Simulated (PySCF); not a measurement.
# H12N2Si4Sn (Sn(N(SiH3)2)2): the cost of one run

Computed with PySCF 2.14.0 and routines of our own; the level stands in each step. Atoms count from 0.

### 1 The starting structure

19 atoms, charge 0, multiplicity 1; geometry from: GFN2-xTB.

### 2 Relaxing the molecule at PBE0-D3(BJ)/def2-SVP

The job: settings as JSON, then the geometry in Å.

```
{"job": {"xc": "PBE0", "basis": "def2-SVP", "d3": "d3bj", "grid": 1, "maxiter": 30, "shake": 0.03, "kind": "geom"}, "charge": 0, "multiplicity": 1}
Sn     0.071550    -0.022970    -2.005300
N      1.588820    -0.061250    -0.595200
Si     2.307290     1.423710    -0.136540
Si     1.991400    -1.496670     0.293630
H      1.951950     1.861820     1.191170
H      1.942800     2.448330    -1.131050
H      3.853840     1.259250    -0.143370
H      3.381490    -1.755350     0.297930
H      1.185170    -2.561190    -0.372480
H      1.405880    -1.435470     1.717490
N     -1.637880     0.042840    -0.587330
Si    -1.973840     1.519640     0.246440
Si    -2.356850    -1.426760    -0.113190
H     -3.497340     1.710670     0.241250
H     -1.357530     2.569660    -0.546410
H     -1.513260     1.572300     1.633940
H     -1.808560    -1.817580     1.244480
H     -1.855520    -2.440570    -1.065990
H     -3.742190    -1.396940    -0.084860
```

Launch:

```
$ OMP_NUM_THREADS=1 python heavy_run.py task.json out
```

The driver reads the jobs from task.json and runs them one after another.

Q: Estimate the wall time and peak memory of this first job on 1 thread of AMD EPYC 7B13, shared host.

About 5.8 min, with a peak of 0.87 GiB.
